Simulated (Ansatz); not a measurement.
**CH6N2OSi: up Jacob's ladder to CCSD(T)**

The task here is to estimate one member of a computed series from the others.

Method: functionals in def2-TZVPP, the program's frozen cores in correlated methods; program: Ansatz 0.2.0, Gaussian basis.

Plan: PBE-D4, r2SCAN-D4, PBE0-D4, B3LYP-D4, ωB97X-V, ωB97M-V, B2PLYP; CCSD(T)/def2-TZVPP; MP2/def2-QZVPP; extrapolation to the limit.

## Structure used throughout

An earlier PBE0-D4 in a triple-zeta def2 set relaxation fixed the geometry.

SMILES `NC1(O)N[SiH2]1`, 11 atoms, charge 0, spin multiplicity 1.

Atoms are counted from 1 here; the program's logs count them from 0.

Bond lengths: N1–C2 1.421 Å, N1–H6 1.012 Å, N1–H7 1.018 Å, C2–O3 1.401 Å, C2–N4 1.462 Å, C2–Si5 1.859 Å, O3–H8 0.963 Å, N4–Si5 1.738 Å, N4–H9 1.011 Å, Si5–H10 1.481 Å, Si5–H11 1.481 Å. Angles: C2–N1–H6 110.5°, C2–N1–H7 109.3°, H6–N1–H7 107.2°, N1–C2–O3 112.1°, N1–C2–N4 116.2°, N1–C2–Si5 116.6°, O3–C2–N4 112.9°, O3–C2–Si5 126.9°, N4–C2–Si5 61.8°, C2–O3–H8 106.6°, C2–N4–Si5 70.4°, C2–N4–H9 116.2°, Si5–N4–H9 126.1°, C2–Si5–N4 47.8°, C2–Si5–H10 120.5°, C2–Si5–H11 124.0°, N4–Si5–H10 120.5°, N4–Si5–H11 114.8° and more.

The first run:

in.yaml

```yaml
crystal:
  periodic: [false, false, false]
  atoms:
    - {symbol: N, position_ang: [0.659185, 1.209827, 0.689867]}
    - {symbol: C, position_ang: [0.396253, -0.061333, 0.112928]}
    - {symbol: O, position_ang: [1.493034, -0.925809, 0.220135]}
    - {symbol: N, position_ang: [-0.865183, -0.693666, 0.493657]}
    - {symbol: Si, position_ang: [-0.965305, -0.137969, -1.149896]}
    - {symbol: H, position_ang: [1.336131, 1.716888, 0.135060]}
    - {symbol: H, position_ang: [1.064177, 1.082066, 1.614595]}
    - {symbol: H, position_ang: [1.135626, -1.818647, 0.264949]}
    - {symbol: H, position_ang: [-1.344348, -0.292254, 1.288324]}
    - {symbol: H, position_ang: [-1.745613, 1.074972, -1.487958]}
    - {symbol: H, position_ang: [-1.098457, -1.211176, -2.161062]}
basis:
  gaussian: {orbitals: def2-TZVPP}
hamiltonian: {xc: pbe, dispersion: d4}
output: {forces: true, orbitals: {seedname: orbitals}}
```

Started as:

```
$ ansatz run in.yaml --threads 4 --pin off --events-out ev --progress --plain --max-ram 10444MiB
```

Steps of the session up to this table: PBE-D4 (GGA); r2SCAN-D4 (meta-GGA); PBE0-D4 (hybrid); B3LYP-D4 (hybrid); ωB97X-V (range-separated); ωB97M-V (range-separated); B2PLYP (double hybrid); CCSD(T) in def2-TZVPP; MP2 in def2-QZVPP.

One of the session's tables, all rows but one given; the rest of the session is left out.

It belongs to the step «Atomisation energies». 

```
            method  atomisation energy (eV)
            PBE-D4                   41.241
         r2SCAN-D4                   39.912
           PBE0-D4                   40.039
          B3LYP-D4                        ?
           ωB97X-V                   40.280
           ωB97M-V                   40.247
            B2PLYP                   39.473
     HF/def2-TZVPP                   25.858
    MP2/def2-TZVPP                   39.337
   CCSD/def2-TZVPP                   37.756
CCSD(T)/def2-TZVPP                   38.549
           MP2/CBS                   40.768
       CCSD(T)/CBS                   39.980
```

Estimate the missing values for B3LYP-D4.

The run gave: atomisation energy (eV): 40.054. In the column «atomisation energy (eV)» it lies between PBE0-D4 (40.039) and ωB97M-V (40.247).

To keep in mind: Free atoms (2 N, 1 C, 1 O, 1 Si, 6 H) were run apart at each level; the atomisation energy is their sum less the molecule, without zero-point or spin-orbit terms.
